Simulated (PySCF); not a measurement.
# [Yb(NH3)3]2+: other functionals and bases at one geometry

One table from this session's results is given with a row withheld; the runs are named, their logs left out.

Method: several levels, as the steps say, no spin–orbit coupling; program: PySCF 2.14.0.

1 further run of the same task is left out (for a known fault of the program).

## The starting structure

13 atoms, charge 2, spin multiplicity 1.

Bond lengths: Yb1–N2 2.569 Å, Yb1–N6 2.569 Å, Yb1–N10 2.569 Å, N2–H3 1.027 Å, N2–H4 1.027 Å, N2–H5 1.027 Å, N6–H7 1.027 Å, N6–H8 1.027 Å, N6–H9 1.027 Å, N10–H11 1.027 Å, N10–H12 1.027 Å, N10–H13 1.027 Å. Angles: N2–Yb1–N6 120.0°, N2–Yb1–N10 120.0°, N6–Yb1–N10 120.0°, Yb1–N2–H3 115.0°, Yb1–N2–H4 115.0°, Yb1–N2–H5 115.0°, H3–N2–H4 103.5°, H3–N2–H5 103.5°, H4–N2–H5 103.5°, Yb1–N6–H7 115.0°, Yb1–N6–H8 115.0°, Yb1–N6–H9 115.0°, H7–N6–H8 103.5°, H7–N6–H9 103.5°, H8–N6–H9 103.5°, Yb1–N10–H11 115.0°, Yb1–N10–H12 115.0°, Yb1–N10–H13 115.0° and more.

Geometry (Å):

```xyz
13
charge 2, multiplicity 1
Yb    0.0000    0.0000    0.0000
N     2.5693    0.0001    0.0000
H     3.0028   -0.4657    0.8066
H     3.0028   -0.4657   -0.8066
H     3.0029    0.9313    0.0000
N    -1.2847    2.2250    0.0000
H    -1.0981    2.8333    0.8066
H    -1.0981    2.8333   -0.8066
H    -2.3080    2.1349    0.0000
N    -1.2846   -2.2251    0.0000
H    -1.9047   -2.3676    0.8066
H    -1.9047   -2.3676   -0.8066
H    -0.6949   -3.0662    0.0000
```

Formal oxidation states: Yb +2. Each metal's 14 4f electrons lie in its core potential, so multiplicities, spins and levels count the valence alone. An earlier session relaxed this geometry at PBE0, Yb lcecp-0-SVP with ECP60, N def2-SVP, H def2-SVP (singlet, point group C3h).

At PBE0 on the finer grid: E = -201.905469 Eh, frontier levels not given, since the 4f levels lie in the core, Mulliken charge on Yb1 +1.24 e, largest force component 0.006 eV/Å. 

Levels to run: r2SCAN; BLYP; PBE0, TZVP. Hardware: 2 threads of Arm Neoverse V2, shared host.

Set-up of the first run:

run.py (the lines that set the calculation)

```python
mol = gto.M(atom='''
Yb     0.00000     0.00000     0.00000
N      2.56931     0.00008     0.00000
H      3.00278    -0.46568     0.80659
H      3.00278    -0.46568    -0.80659
H      3.00285     0.93132     0.00000
N     -1.28472     2.22505     0.00000
H     -1.09810     2.83333     0.80659
H     -1.09810     2.83333    -0.80659
H     -2.30797     2.13488     0.00000
N     -1.28459    -2.22513     0.00000
H     -1.90468    -2.36764     0.80659
H     -1.90468    -2.36764    -0.80659
H     -0.69488    -3.06620     0.00000''',
    basis={'Yb': 'lcecp-0-SVP', 'N': 'def2-SVP', 'H': 'def2-SVP'},
    ecp={'Yb': 'lcecp-0-SVP'},
    charge=2, spin=0)
mf = dft.RKS(mol, xc='R2SCAN')
mf.grids.atom_grid = (75, 302)  # f atoms: unpruned, at least (60, 302)
mf = mf.density_fit()  # fitting sets: Yb AutoAux, N def2-universal-JKFIT, H def2-universal-JKFIT
mf.conv_tol = 1e-08; mf.max_cycle = 55
mf.kernel(dm0)  # dm0: the density of the relaxed state
```

Started as:

```
> OMP_NUM_THREADS=2 python run.py
```

Among the steps run: r2SCAN; BLYP; PBE0, TZVP.

One table of the session follows, with a row left open; its other results are not shown here.

```
              level  charge on Yb1 (e)  largest force component (eV/Å)
PBE0 (relaxed here)               1.24                            0.01
             r2SCAN               1.24                            0.13
               BLYP               1.11                            0.43
         PBE0, TZVP                  ?                               ?
```

**Question.** Estimate the row for PBE0, TZVP.

As computed: charge on Yb1 (e): 1.61; largest force component (eV/Å): 0.36. In the column «charge on Yb1 (e)» it is the highest.

The largest leftover force, 0.43 eV/Å with BLYP, stands at a geometry relaxed at another level. With 4f in the core, its levels are missing from HOMO and gap, and its count is fixed, so no charge can pass from the ligands into it. Total energies of different levels can't be compared.
